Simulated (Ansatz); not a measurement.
**Ti2SnC: further runs on the relaxed cell**

This session takes Ti2SnC and sets out to measure the bulk modulus from energies at several volumes.

Method: DFT PBEsol, scalar-relativistic, plane waves, PAW, in Ansatz 0.2.0.

### Step 1. Starting point

The structure is hexagonal, space group P6_3/mmc (No. 194). The conventional cell has a = 3.137 Å, b = 3.137 Å, c = 13.656 Å, α = 90.00°, β = 90.00°, γ = 120.00°. Ti (site symmetry 3m) has 3 C at 2.12 Å as nearest neighbours. Sn (site symmetry -6m2) is surrounded by 6 Ti at 2.93 Å and 6 Sn at 3.14 Å. C (site symmetry -3m) has 6 Ti at 2.12 Å as nearest neighbours.

Coordinates:

```cif
data_structure
_symmetry_space_group_name_H-M 'P 1'
_symmetry_Int_Tables_number 1
_cell_length_a 3.1374
_cell_length_b 3.1374
_cell_length_c 13.6556
_cell_angle_alpha 90.000
_cell_angle_beta 90.000
_cell_angle_gamma 120.000
_cell_volume 116.41
loop_
_atom_site_label
_atom_site_type_symbol
_atom_site_fract_x
_atom_site_fract_y
_atom_site_fract_z
_atom_site_occupancy
Ti1 Ti 0.33333 0.66667 0.08094 1
Ti2 Ti 0.33333 0.66667 0.41906 1
Ti3 Ti 0.66667 0.33333 0.58094 1
Ti4 Ti 0.66667 0.33333 0.91906 1
Sn1 Sn 0.33333 0.66667 0.75000 1
Sn2 Sn 0.66667 0.33333 0.25000 1
C1 C 0.00000 0.00000 0.00000 1
C2 C 0.00000 0.00000 0.50000 1
```

It goes back to an entry of the Materials Project, which need not be the stable form.

It is the result of an earlier relaxation at this level (volume 14.55 Å³/atom; gap on the mesh: none (metal)).

### Step 2. The cell scaled to 0.97 of its volume

File input.yaml:

```yaml
crystal:
  lattice:
    - [3.105733552, 0.0, 0.0]
    - [-1.552866776, 2.6896441534, 0.0]
    - [0.0, 0.0, 13.5176503719]
  atoms:
    - { symbol: Ti, position: [0.3333333333, 0.6666666667, 0.0809381624] }
    - { symbol: Ti, position: [0.3333333333, 0.6666666667, 0.4190618376] }
    - { symbol: Ti, position: [0.6666666667, 0.3333333333, 0.5809381624] }
    - { symbol: Ti, position: [0.6666666667, 0.3333333333, 0.9190618376] }
    - { symbol: Sn, position: [0.3333333333, 0.6666666667, 0.75] }
    - { symbol: Sn, position: [0.6666666667, 0.3333333333, 0.25] }
    - { symbol: C, position: [0.0, 0.0, 0.0] }
    - { symbol: C, position: [0.0, 0.0, 0.5] }
basis:
  ecutwfc: 420
kpoints:
  mp_grid: { grid: [15, 15, 4] }
hamiltonian:
  xc: pbesol
scf:
  occupations: { method: gaussian, width: 0.1 }
output:
  forces: true
  stress: true
  eigenvalues: true
relax:
  adjacent_minimum: "off"
  f_tol: 0.01
  max_steps: 30
  cell: { stress_tol: 0.1, fix: [volume] }
```

Launch:

```sh
$ ansatz run input.yaml --threads 2 --pin off --max-ram 5120MiB --backend cpu --events-out ev --progress --plain --runs-dir out
```

### Step 3. The cell scaled to 1.03 of its volume

Changes to input.yaml since step 2:

```diff
@@ -2,5 +2,5 @@
   lattice:
-    - [3.105733552, 0.0, 0.0]
-    - [-1.552866776, 2.6896441534, 0.0]
-    - [0.0, 0.0, 13.5176503719]
+    - [3.1684925527, 0.0, 0.0]
+    - [-1.5842462763, 2.7439950423, 0.0]
+    - [0.0, 0.0, 13.7908078127]
   atoms:
```

### Step 4. Volume × 0.94

File input.yaml:

```yaml
crystal:
  lattice:
    - [3.0737204287, 0.0, 0.0]
    - [-1.5368602143, 2.6619199753, 0.0]
    - [0.0, 0.0, 13.3738666754]
  atoms:
    - { symbol: Ti, position: [0.3333333333, 0.6666666667, 0.0818152996] }
    - { symbol: Ti, position: [0.3333333333, 0.6666666667, 0.4181847004] }
    - { symbol: Ti, position: [0.6666666667, 0.3333333333, 0.5818152996] }
    - { symbol: Ti, position: [0.6666666667, 0.3333333333, 0.9181847004] }
    - { symbol: Sn, position: [0.3333333333, 0.6666666667, 0.75] }
    - { symbol: Sn, position: [0.6666666667, 0.3333333333, 0.25] }
    - { symbol: C, position: [0.0, 0.0, 0.0] }
    - { symbol: C, position: [0.0, 0.0, 0.5] }
basis:
  ecutwfc: 420
kpoints:
  mp_grid: { grid: [15, 15, 4] }
hamiltonian:
  xc: pbesol
scf:
  occupations: { method: gaussian, width: 0.1 }
output:
  forces: true
  stress: true
  eigenvalues: true
  write_density: true
  write_potential: true
  elf: true
  volumetric_format: npy
relax:
  adjacent_minimum: "off"
  f_tol: 0.01
  max_steps: 30
  cell: { stress_tol: 0.1, fix: [volume] }
```

### Step 5. Point at V/V0 = 1.06

File input.yaml:

```yaml
crystal:
  lattice:
    - [3.1984223361, 0.0, 0.0]
    - [-1.599211168, 2.7699149952, 0.0]
    - [0.0, 0.0, 13.9281074584]
  atoms:
    - { symbol: Ti, position: [0.3333333333, 0.6666666667, 0.0800354266] }
    - { symbol: Ti, position: [0.3333333333, 0.6666666667, 0.4199645734] }
    - { symbol: Ti, position: [0.6666666667, 0.3333333333, 0.5800354266] }
    - { symbol: Ti, position: [0.6666666667, 0.3333333333, 0.9199645734] }
    - { symbol: Sn, position: [0.3333333333, 0.6666666667, 0.75] }
    - { symbol: Sn, position: [0.6666666667, 0.3333333333, 0.25] }
    - { symbol: C, position: [0.0, 0.0, 0.0] }
    - { symbol: C, position: [0.0, 0.0, 0.5] }
basis:
  ecutwfc: 420
kpoints:
  mp_grid: { grid: [15, 15, 4] }
hamiltonian:
  xc: pbesol
scf:
  occupations: { method: gaussian, width: 0.1 }
output:
  forces: true
  stress: true
  eigenvalues: true
relax:
  adjacent_minimum: "off"
  f_tol: 0.01
  max_steps: 30
  cell: { stress_tol: 0.1, fix: [volume] }
```

### Step 6. Volume × 0.91

File input.yaml:

```yaml
crystal:
  lattice:
    - [3.0399477629, 0.0, 0.0]
    - [-1.5199738814, 2.6326719889, 0.0]
    - [0.0, 0.0, 13.2363125397]
  atoms:
    - { symbol: Ti, position: [0.3333333333, 0.6666666667, 0.0826695125] }
    - { symbol: Ti, position: [0.3333333333, 0.6666666667, 0.4173304875] }
    - { symbol: Ti, position: [0.6666666667, 0.3333333333, 0.5826695125] }
    - { symbol: Ti, position: [0.6666666667, 0.3333333333, 0.9173304875] }
    - { symbol: Sn, position: [0.3333333333, 0.6666666667, 0.75] }
    - { symbol: Sn, position: [0.6666666667, 0.3333333333, 0.25] }
    - { symbol: C, position: [0.0, 0.0, 0.0] }
    - { symbol: C, position: [0.0, 0.0, 0.5] }
basis:
  ecutwfc: 420
kpoints:
  mp_grid: { grid: [15, 15, 4] }
hamiltonian:
  xc: pbesol
scf:
  occupations: { method: gaussian, width: 0.1 }
output:
  forces: true
  stress: true
  eigenvalues: true
  write_density: true
  write_potential: true
  elf: true
  volumetric_format: npy
relax:
  adjacent_minimum: "off"
  f_tol: 0.01
  max_steps: 30
  cell: { stress_tol: 0.1, fix: [volume] }
```

### Step 7. Point at V/V0 = 1.10

File input.yaml:

```yaml
crystal:
  lattice:
    - [3.2367732819, 0.0, 0.0]
    - [-1.6183866409, 2.8031278884, 0.0]
    - [0.0, 0.0, 14.1132159542]
  atoms:
    - { symbol: Ti, position: [0.3333333333, 0.6666666667, 0.0790845767] }
    - { symbol: Ti, position: [0.3333333333, 0.6666666667, 0.4209154233] }
    - { symbol: Ti, position: [0.6666666667, 0.3333333333, 0.5790845767] }
    - { symbol: Ti, position: [0.6666666667, 0.3333333333, 0.9209154233] }
    - { symbol: Sn, position: [0.3333333333, 0.6666666667, 0.75] }
    - { symbol: Sn, position: [0.6666666667, 0.3333333333, 0.25] }
    - { symbol: C, position: [0.0, 0.0, 0.0] }
    - { symbol: C, position: [0.0, 0.0, 0.5] }
basis:
  ecutwfc: 420
kpoints:
  mp_grid: { grid: [15, 15, 4] }
hamiltonian:
  xc: pbesol
scf:
  occupations: { method: gaussian, width: 0.1 }
output:
  forces: true
  stress: true
  eigenvalues: true
relax:
  adjacent_minimum: "off"
  f_tol: 0.01
  max_steps: 30
  cell: { stress_tol: 0.1, fix: [volume] }
```

### Step 8. Point at V/V0 = 0.88

File input.yaml:

```yaml
crystal:
  lattice:
    - [3.0044989229, 0.0, 0.0]
    - [-1.5022494614, 2.6019723929, 0.0]
    - [0.0, 0.0, 13.103775071]
  atoms:
    - { symbol: Ti, position: [0.3333333333, 0.6666666667, 0.0834993796] }
    - { symbol: Ti, position: [0.3333333333, 0.6666666667, 0.4165006204] }
    - { symbol: Ti, position: [0.6666666667, 0.3333333333, 0.5834993796] }
    - { symbol: Ti, position: [0.6666666667, 0.3333333333, 0.9165006204] }
    - { symbol: Sn, position: [0.3333333333, 0.6666666667, 0.75] }
    - { symbol: Sn, position: [0.6666666667, 0.3333333333, 0.25] }
    - { symbol: C, position: [0.0, 0.0, 0.0] }
    - { symbol: C, position: [0.0, 0.0, 0.5] }
basis:
  ecutwfc: 420
kpoints:
  mp_grid: { grid: [15, 15, 4] }
hamiltonian:
  xc: pbesol
scf:
  occupations: { method: gaussian, width: 0.1 }
output:
  forces: true
  stress: true
  eigenvalues: true
relax:
  adjacent_minimum: "off"
  f_tol: 0.01
  max_steps: 30
  cell: { stress_tol: 0.1, fix: [volume] }
```

(Steps that only read results are left out.)

What does the calculation give? Wanted: equilibrium volume of the fit; bulk modulus.

As calculated:

| quantity | value |
| --- | --- |
| equilibrium volume of the fit | 14.55 Å³/atom |
| bulk modulus | 147 GPa |
| its pressure derivative | 4.6 |

What this shows: The fit puts the minimum at 14.55 Å³/atom with B = 147 GPa and B' = 4.6.
